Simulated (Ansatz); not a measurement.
# HfPbO3: a relaxation

Aim: relax the cell and atoms of HfPbO3.

Computed with Ansatz 0.2.0 (DFT PBEsol, scalar-relativistic, plane waves, PAW, unless a step's input says otherwise).

## Step 1: Starting point

It takes space group Pm-3m (No. 221, cubic). Conventional cell: a = 4.155 Å, b = 4.155 Å, c = 4.155 Å, α = 90.00°, β = 90.00°, γ = 90.00°. Around Hf (site symmetry m-3m) lie 6 O at 2.08 Å. Pb (site symmetry m-3m) is surrounded by 12 O at 2.94 Å. O (site symmetry 4/mmm) is surrounded by 2 Hf at 2.08 Å and 4 Pb at 2.94 Å.

Structure file:

```xyz
5
Lattice="4.1555 0.0000 0.0000 0.0000 4.1555 0.0000 0.0000 0.0000 4.1555" Properties=species:S:1:pos:R:3 pbc="T T T"
Hf    2.0777    2.0777    2.0777
Pb    0.0000    0.0000    0.0000
O     0.0000    2.0777    2.0777
O     2.0777    0.0000    2.0777
O     2.0777    2.0777    0.0000
```

Source of the structure: the Materials Project (structure only).

(A quick probe on a coarse mesh, which set the mesh and smearing, is not shown.)

## Step 3: Relaxing cell and atoms

Contents of input.yaml:

```yaml
crystal:
  lattice:
    - [4.155481, 0.0, 0.0]
    - [0.0, 4.155481, 0.0]
    - [0.0, 0.0, 4.155481]
  atoms:
    - { symbol: Hf, position: [0.5, 0.5, 0.5] }
    - { symbol: Pb, position: [0.0, 0.0, 0.0] }
    - { symbol: O, position: [0.0, 0.5, 0.5] }
    - { symbol: O, position: [0.5, 0.0, 0.5] }
    - { symbol: O, position: [0.5, 0.5, 0.0] }
basis:
  ecutwfc: 420
kpoints:
  mp_grid: { grid: [8, 8, 8] }
hamiltonian:
  xc: pbesol
scf:
  occupations: { method: gaussian, width: 0.02 }
output:
  forces: true
  stress: true
  eigenvalues: true
  write_density: true
  write_potential: true
  elf: true
  volumetric_format: npy
relax:
  adjacent_minimum: "off"
  f_tol: 0.005
  max_steps: 80
  cell: { stress_tol: 0.05 }
```

Command:

```sh
ansatz run input.yaml --threads 4 --pin off --max-ram 9216MiB --backend cpu --events-out ev --progress --plain --runs-dir out
```

What does the calculation give? Wanted: relaxed cell; volume; formation energy; gap on the mesh.

**Answer**, as computed:

| quantity | value |
| --- | --- |
| relaxed cell | a = 4.119 Å, b = 4.119 Å, c = 4.119 Å, α = 90.00°, β = 90.00°, γ = 90.00° |
| space group (0.01 Å) | Pm-3m (No. 221) |
| volume | 13.98 Å³/atom |
| formation energy (elements from runs with the same settings, not shown) | -2.53 eV/atom |
| gap on the mesh | 2.37 eV |

Relaxation lowered the volume by 2.6 %. Spin-orbit coupling is left out, which matters for the bands of Hf, Pb.

These are semilocal Kohn-Sham gaps, which aren't the measured quantity. Such gaps usually fall short of the measured ones; spin-orbit coupling, left out here, narrows gaps with Pb, so the two errors partly cancel.
